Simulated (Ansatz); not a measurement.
# SnH3O+: an energy map over two coordinates

Aim: map the energy of H₃OSn, SMILES [OH][SnH2+], charge +1 over two coordinates, and find its wells, ridges and stiffness.

Program: Ansatz 0.2.0. Level of theory: RKS r2SCAN-D4/def2-TZVP. These are calculated values, not measurements.

**1. The starting structure**

5 atoms, charge 1, spin multiplicity 1.

Atoms are counted from 1 here; the program's logs count them from 0.

Bond lengths: O1–Sn2 1.946 Å, O1–H3 0.984 Å, Sn2–H4 1.702 Å, Sn2–H5 1.711 Å. Angles: Sn2–O1–H3 117.3°, O1–Sn2–H4 107.4°, O1–Sn2–H5 118.1°, H4–Sn2–H5 134.5°.

Coordinates:

```
O     0.09280   -1.11995    0.74606
Sn   -0.25567    0.49342   -0.28517
H     1.02121   -1.44346    0.77856
H    -1.92216    0.82052   -0.16980
H     1.06381    1.24948   -1.06965
```

This geometry comes from a loose relaxation at PBE in a small basis, which is not shown.

**2. The minimum at this level**

Contents of input.yaml:

```yaml
crystal:
  periodic: [false, false, false]
  atoms:
    - { symbol: O, position_ang: [0.092796, -1.119948, 0.74606] }
    - { symbol: Sn, position_ang: [-0.255674, 0.49342, -0.285172] }
    - { symbol: H, position_ang: [1.021212, -1.443464, 0.778561] }
    - { symbol: H, position_ang: [-1.922159, 0.820517, -0.169802] }
    - { symbol: H, position_ang: [1.063815, 1.249484, -1.069648] }
total_charge: 1
basis:
  gaussian: { orbitals: def2-TZVP }
hamiltonian:
  xc: r2scan
  dispersion: d4
output:
  forces: true
relax:
  f_tol: 0.003
  max_steps: 120
```

On the command line:

```console
> ansatz run input.yaml --threads 1 --pin off --max-ram 2560MiB --backend cpu --events-out ev --progress --plain --runs-dir out
```

What it wrote, shortened:

```text
Warning: RAYON_NUM_THREADS=1 ignored (pool sized by the plan → 1); use --threads N
[...]
Functional definition: r2SCAN
[...]
671 factors; their error is unknown
[...]
mean field -7921.08026544 eV, -291.0943306540 hartree, gradient 6.5e-6 eV, S^2 0.000000; 0 other end points of the search recorded, 0 dependent functions left out
[...]
reference -7921.08027634 eV, -291.0943310545 hartree; 16, 16 occupied and 83, 83 virtual orbitals, 671 factors
relax step   1: F+E_penalty+E_count = -7921.09054523 eV  Δ(F+E_penalty+E_count) = +0.000e0 eV  max|allowed force component| = 7.059e-1 eV/Å  Δτ_max = 0.0000 Å  (28 SCF iters, accepted)
[...]
relax step   5: F+E_penalty+E_count = -7921.13231564 eV  Δ(F+E_penalty+E_count) = -4.702e-5 eV  max|allowed force component| = 8.796e-3 eV/Å  Δτ_max = 0.0074 Å  (30 SCF iters, accepted)
[...]
relax step   6: F+E_penalty+E_count = -7921.13232408 eV  Δ(F+E_penalty+E_count) = -8.434e-6 eV  max|allowed force component| = 1.313e-3 eV/Å  Δτ_max = 0.0014 Å  (30 SCF iters, accepted)
671 factors; their error is unknown
[...]
mean field -7921.12197784 eV, -291.0958635564 hartree, gradient 2.3e-5 eV, S^2 0.000000; 1 other end points of the search recorded, 0 dependent functions left out
[...]
reference -7921.12198854 eV, -291.0958639494 hartree; 16, 16 occupied and 83, 83 virtual orbitals, 671 factors
Total energy: -7921.13233477 eV, -291.0962441664 hartree
Atom 0 at     0.099524    -1.092066     0.725659 Å, force    -0.001293     0.001313    -0.000496 eV/Å
Atom 1 at    -0.258569     0.481169    -0.276163 Å, force    -0.000734    -0.001097     0.001034 eV/Å
Atom 2 at     1.010113    -1.422184     0.766257 Å, force     0.000570    -0.000020    -0.000245 eV/Å
Atom 3 at    -1.897777     0.814704    -0.170809 Å, force     0.000273    -0.000585     0.000242 eV/Å
Atom 4 at     1.046698     1.218386    -1.044945 Å, force     0.001184     0.000389    -0.000534 eV/Å
Dipole moment:     0.214237     0.283179    -0.236918 e Å
```

Wall time 40 s (1 thread of Arm Neoverse N1, shared host); peak memory 0.17 GiB.

Along the way:

```
step  energy from step 1 (eV)  largest force component (eV/Å)
   1                   0.0000                          0.7059
   2                  -0.0376                          0.2492
   3                  -0.0413                          0.0609
   4                  -0.0417                          0.0195
   5                  -0.0418                          0.0088
   6                  -0.0418                          0.0013
```

Distances of close pairs at the start and the end, largest changes first:

```
  bond  before (Å)  after (Å)  change (Å)
O1–Sn2       1.946      1.899      -0.047
Sn2–H5       1.711      1.685      -0.026
Sn2–H4       1.702      1.676      -0.026
 O1–H3       0.984      0.969      -0.014
```

**3. The grid**

First coordinate, umbrella angle at Sn2 (between each of its bonds and their common axis; 90 is planar): 13 values from 66 to 114 °. Second coordinate, change of the bonds Sn2–O1, Sn2–H4, Sn2–H5, all alike: 13 values from −0.193 to 0.298 Å.

Nothing else is relaxed (all other coordinates rigid). Energies count from the relaxed molecule at the same level. Points are written as (first, second).

Of the runs on the grid, 2 are shown in the steps below; the others differ only in the two coordinates.

**4. Grid point (90°, 0.216 Å)**

Contents of input.yaml:

```yaml
crystal:
  periodic: [false, false, false]
  atoms:
    - { symbol: O, position_ang: [0.140246, -1.271011, 0.839574] }
    - { symbol: Sn, position_ang: [-0.258569, 0.481169, -0.276163] }
    - { symbol: H, position_ang: [1.050834, -1.601132, 0.880167] }
    - { symbol: H, position_ang: [-2.109025, 0.857671, -0.157254] }
    - { symbol: H, position_ang: [1.214045, 1.312891, -1.143534] }
total_charge: 1
basis:
  gaussian: { orbitals: def2-TZVP }
hamiltonian:
  xc: r2scan
  dispersion: d4
output:
  forces: true
```

On the command line:

```console
> ansatz run input.yaml --threads 1 --pin off --max-ram 2560MiB --backend cpu --events-out ev --progress --plain --runs-dir out
```

What it wrote, shortened:

```text
Warning: RAYON_NUM_THREADS=1 ignored (pool sized by the plan → 1); use --threads N
[...]
Functional definition: r2SCAN
[...]
671 factors; their error is unknown
[...]
mean field -7920.16681234 eV, -291.0607618715 hartree, gradient 2.5e-5 eV, S^2 0.000000; 0 other end points of the search recorded, 0 dependent functions left out
[...]
reference -7920.16682397 eV, -291.0607622988 hartree; 16, 16 occupied and 83, 83 virtual orbitals, 671 factors
Total energy: -7920.17708875 eV, -291.0611395228 hartree
Atom 0 at     0.140246    -1.271011     0.839574 Å, force    -1.078528     2.645561    -1.587776 eV/Å
Atom 1 at    -0.258569     0.481169    -0.276163 Å, force     0.413814    -1.670236     1.056778 eV/Å
Atom 2 at     1.050834    -1.601132     0.880167 Å, force     0.207377     0.247553    -0.211279 eV/Å
Atom 3 at    -2.109025     0.857671    -0.157254 Å, force     1.935843    -0.414884    -0.110090 eV/Å
Atom 4 at     1.214045     1.312891    -1.143534 Å, force    -1.478506    -0.807994     0.852367 eV/Å
Dipole moment:     0.161187     0.403599    -0.308376 e Å
```

Run time: 6.1 s. Hardware: 1 thread of Arm Neoverse N1, shared host; peak memory 0.13 GiB.

That is 92 kJ/mol from the zero.

**5. Point (90°, 0.012 Å)**

Contents of input.yaml:

```yaml
crystal:
  periodic: [false, false, false]
  atoms:
    - { symbol: O, position_ang: [0.101782, -1.102022, 0.731967] }
    - { symbol: Sn, position_ang: [-0.258569, 0.481169, -0.276163] }
    - { symbol: H, position_ang: [1.01237, -1.432143, 0.77256] }
    - { symbol: H, position_ang: [-1.909516, 0.817078, -0.170074] }
    - { symbol: H, position_ang: [1.055992, 1.223624, -1.050441] }
total_charge: 1
basis:
  gaussian: { orbitals: def2-TZVP }
hamiltonian:
  xc: r2scan
  dispersion: d4
output:
  forces: true
```

On the command line:

```console
> ansatz run input.yaml --threads 1 --pin off --max-ram 2560MiB --backend cpu --events-out ev --progress --plain --runs-dir out
```

What it wrote, shortened:

```text
Warning: RAYON_NUM_THREADS=1 ignored (pool sized by the plan → 1); use --threads N
[...]
Functional definition: r2SCAN
[...]
671 factors; their error is unknown
[...]
mean field -7921.11792218 eV, -291.0957145134 hartree, gradient 3.0e-5 eV, S^2 0.000000; 0 other end points of the search recorded, 0 dependent functions left out
[...]
reference -7921.11793293 eV, -291.0957149085 hartree; 16, 16 occupied and 83, 83 virtual orbitals, 671 factors
Total energy: -7921.12825720 eV, -291.0960943185 hartree
Atom 0 at     0.101782    -1.102022     0.731967 Å, force    -0.092346     0.256655    -0.156386 eV/Å
Atom 1 at    -0.258569     0.481169    -0.276163 Å, force     0.037245    -0.166013     0.105844 eV/Å
Atom 2 at     1.012370    -1.432143     0.772560 Å, force     0.013247     0.017957    -0.015086 eV/Å
Atom 3 at    -1.909516     0.817078    -0.170074 Å, force     0.170365    -0.037134    -0.009317 eV/Å
Atom 4 at     1.055992     1.223624    -1.050441 Å, force    -0.128511    -0.071465     0.074945 eV/Å
Dipole moment:     0.211189     0.290316    -0.241161 e Å
```

Run time: 5.7 s. Hardware: 1 thread of Arm Neoverse N1, shared host; peak memory 0.13 GiB.

Energy on the map's scale: 0.39 kJ/mol.

**6. All points together**

91 points were computed, 78 more follow by symmetry. Energies in kJ/mol, from the relaxed molecule at the same level:

| change of the bonds Sn2–O1, Sn2–H4, Sn2–H5, all alike (Å) ↓, umbrella angle at Sn2 (between each of its bonds and their common axis; 90 is planar) (°) → | 66 | 70 | 74 | 78 | 82 | 86 | 90 | 94 | 98 | 102 | 106 | 110 | 114 |
| --- | --- | --- | --- | --- | --- | --- | --- | --- | --- | --- | --- | --- | --- |
| 0.298 | 217 | 199 | 183 | 171 | 162 | 157 | 155 | 157 | 162 | 171 | 183 | 199 | 217 |
| 0.257 | 189 | 169 | 153 | 140 | 130 | 124 | 123 | 124 | 130 | 140 | 153 | 169 | 189 |
| 0.216 | 163 | 142 | 124 | 110 | 100 | 94 | 92 | 94 | 100 | 110 | 124 | 142 | 163 |
| 0.175 | 140 | 118 | 99 | 84 | 73 | 67 | 64 | 67 | 73 | 84 | 99 | 118 | 140 |
| 0.134 | 121 | 97 | 77 | 61 | 49 | 43 | 40 | 43 | 49 | 61 | 77 | 97 | 121 |
| 0.094 | 107 | 81 | 60 | 43 | 31 | 24 | 21 | 24 | 31 | 43 | 60 | 81 | 107 |
| 0.053 | 98 | 71 | 48 | 30 | 17 | 10 | 7 | 10 | 17 | 30 | 48 | 71 | 98 |
| 0.012 | 97 | 68 | 44 | 25 | 11 | 3 | 0 | 3 | 11 | 25 | 44 | 68 | 97 |
| −0.029 | 104 | 74 | 48 | 28 | 14 | 5 | 2 | 5 | 14 | 28 | 48 | 74 | 104 |
| −0.070 | 123 | 91 | 64 | 43 | 28 | 18 | 15 | 18 | 28 | 43 | 64 | 91 | 123 |
| −0.111 | 155 | 121 | 93 | 70 | 54 | 45 | 41 | 45 | 54 | 70 | 93 | 121 | 155 |
| −0.152 | 203 | 167 | 137 | 114 | 97 | 87 | 83 | 87 | 97 | 114 | 137 | 167 | 203 |
| −0.193 | 271 | 233 | 201 | 177 | 159 | 148 | 144 | 148 | 159 | 177 | 201 | 233 | 271 |

On the same grid, largest force on an atom (eV/Å):

```tsv
change of the bonds Sn2–O1, Sn2–H4, Sn2–H5, all alike (Å) ↓, umbrella angle at Sn2 (between each of its bonds and their common axis; 90 is planar) (°) →	66	70	74	78	82	86	90	94	98	102	106	110	114
0.298	4.6	4.2	3.7	3.6	3.6	3.6	3.6	3.6	3.6	3.6	3.7	4.2	4.6
0.257	4.5	4.1	3.6	3.4	3.5	3.5	3.5	3.5	3.5	3.4	3.6	4.1	4.5
0.216	4.4	4.0	3.5	3.2	3.2	3.3	3.3	3.3	3.2	3.2	3.5	4.0	4.4
0.175	4.1	3.8	3.3	2.9	2.9	2.9	2.9	2.9	2.9	2.9	3.3	3.8	4.1
0.134	3.8	3.5	3.1	2.6	2.5	2.5	2.5	2.5	2.5	2.6	3.1	3.5	3.8
0.094	3.4	3.1	2.7	2.3	1.9	2.0	2.0	2.0	1.9	2.3	2.7	3.1	3.4
0.053	2.8	2.6	2.2	1.8	1.4	1.2	1.2	1.2	1.4	1.8	2.2	2.6	2.8
0.012	2.1	2.0	1.7	1.4	1.0	0.5	0.3	0.5	1.0	1.4	1.7	2.0	2.1
−0.029	1.5	1.5	1.3	1.1	0.9	0.9	0.8	0.9	0.9	1.1	1.3	1.5	1.5
−0.070	2.9	2.7	2.6	2.4	2.4	2.3	2.3	2.3	2.4	2.4	2.6	2.7	2.9
−0.111	4.7	4.5	4.4	4.2	4.1	4.1	4.1	4.1	4.1	4.2	4.4	4.5	4.7
−0.152	7.0	6.7	6.5	6.4	6.3	6.3	6.2	6.3	6.3	6.4	6.5	6.7	7.0
−0.193	9.7	9.4	9.2	9.1	9.0	8.9	8.9	8.9	9.0	9.1	9.2	9.4	9.7
```

**7. Results**

```
                       quantity                                                                     value
                   lowest point                                               (90°, 0.012 Å), 0.39 kJ/mol
         highest computed point                              (66°, −0.193 Å), 271 kJ/mol above the lowest
largest force on an atom (eV/Å)  0.3 at (90°, 0.012 Å) to 9.7 at (66°, −0.193 Å); 0.3 at the lowest point
        time for the whole task                                          9.9 min on 1 thread, shared host
```

In words: The lowest computed point is at (90°, 0.012 Å), 0.39 kJ/mol from the relaxed molecule at the same level. The grid is coarse, so the lowest point of the scanned range may lie between grid points; coordinates that were held can hide deeper minima. No other kind of well shows on this grid. The highest computed point, (66°, −0.193 Å), lies 271 kJ/mol above the lowest. Round the minimum the two coordinates are nearly uncoupled.
